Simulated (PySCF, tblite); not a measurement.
# C₄H₁₁NSi₂: geometry, infrared bands and NMR shifts

What infrared bands and NMR shifts should C₄H₁₁NSi₂ (`C=CC(=C)N([SiH3])[SiH3]`) show?

The runs use tblite 0.8.0 and PySCF 2.14.0, with density-fitted response routines of our own; the level of theory stands in each step. All values are computed, except where a source is named. Atoms count from 0, in the outputs and in this text.

**1. Starting geometry**

18 atoms, charge 0, multiplicity 1; geometry from: force field or distance geometry start.

Bonds of the start (Å): C0–C1 1.35, C1–C2 1.44, C2–C3 1.35, C2–N4 1.41, N4–Si5 1.72, N4–Si6 1.73, C0–H7 1.08, C0–H8 1.08, C1–H9 1.10, C3–H10 1.09, C3–H11 1.08, Si5–H12 1.48, Si5–H13 1.49, Si5–H14 1.48, Si6–H15 1.48, Si6–H16 1.48, Si6–H17 1.48.

**2. Relaxing the molecule with GFN2-xTB**

Job settings and geometry (Å):

```
{"job": {"kind": "relax", "xc": "GFN2-xTB", "basis": "xTB"}, "charge": 0, "multiplicity": 1}
C      2.132500    -1.145600     0.606200
C      1.415100    -0.198800     1.244300
C      0.363400     0.611200     0.675200
C      0.243600     1.877000     1.140000
N     -0.505400     0.077000    -0.295900
Si    -1.337300    -1.427500    -0.236400
Si    -1.030000     0.836400    -1.755300
H      1.956900    -1.370400    -0.433900
H      2.919400    -1.688800     1.115600
H      1.682200     0.011800     2.292100
H      0.916600     2.258000     1.902000
H     -0.532700     2.544700     0.808200
H     -2.797300    -1.240500    -0.429200
H     -0.767400    -2.347500    -1.258000
H     -1.149800    -2.020900     1.110800
H     -0.207000     2.042400    -1.980000
H     -0.866800    -0.069700    -2.914000
H     -2.444800     1.257600    -1.603400
```

On the command line:

```
$ OMP_NUM_THREADS=1 python probes_run.py task.json out
```

One launch serves the whole session: the jobs run in the order shown.

**Question.** This job is followed by: GFN2-xTB harmonic vibrations, gas phase; GIAO PBE0/pcSseg-1 NMR shielding, non-relativistic, gas phase. What will the session give for the following? strongest single infrared mode (GFN2-xTB); zero-point energy (GFN2-xTB); 13C shifts against TMS (PBE0/pcSseg-1); 1H shifts against TMS (PBE0/pcSseg-1, means over atoms taken as alike); 15N shifts against NH3 (PBE0/pcSseg-1); 29Si shifts against TMS (PBE0/pcSseg-1, means over atoms taken as alike); surface potential, 1st and 99th percentile.

As calculated:

| quantity | value |
| --- | --- |
| strongest single infrared mode (GFN2-xTB) | 2225 cm⁻¹, 515 km/mol |
| zero-point energy (GFN2-xTB) | 80.2 kcal/mol |
| 13C shifts against TMS (PBE0/pcSseg-1) | 163.4, 146.2, 122.7, 112.6 ppm |
| 1H shifts against TMS (PBE0/pcSseg-1, means over atoms taken as alike) | 6.49, 5.62, 5.59, 4.95, 4.92, 4.74 ppm |
| 15N shifts against NH3 (PBE0/pcSseg-1) | 34.6 ppm |
| 29Si shifts against TMS (PBE0/pcSseg-1, means over atoms taken as alike) | -48.7 ppm |
| surface potential, 1st and 99th percentile | -0.62 V and 1.16 V |

**Reading.** Relaxing lowered the energy by 0.331 eV in 76 steps; the close pair that moved most is Si5–H14, from 1.484 to 1.459 Å. All 48 modes are real, so the xTB geometry is a minimum. The strongest single mode, at 2225 cm⁻¹, moves mainly H13 and H12. GFN2-xTB is a fitted tight-binding method: band positions and strengths are rough. Its intensities can rank the bands wrongly. H9 (hydrogen on an alkene CH) lies farthest downfield among hydrogen, at 6.49 ppm; olefinic region. By nearest atom (PBE0/pcSseg-1), the HOMO sits on C3 29 %; N4 21 % and the LUMO on C0, C3 about 20 % each; C1, C2 about 15 % each.
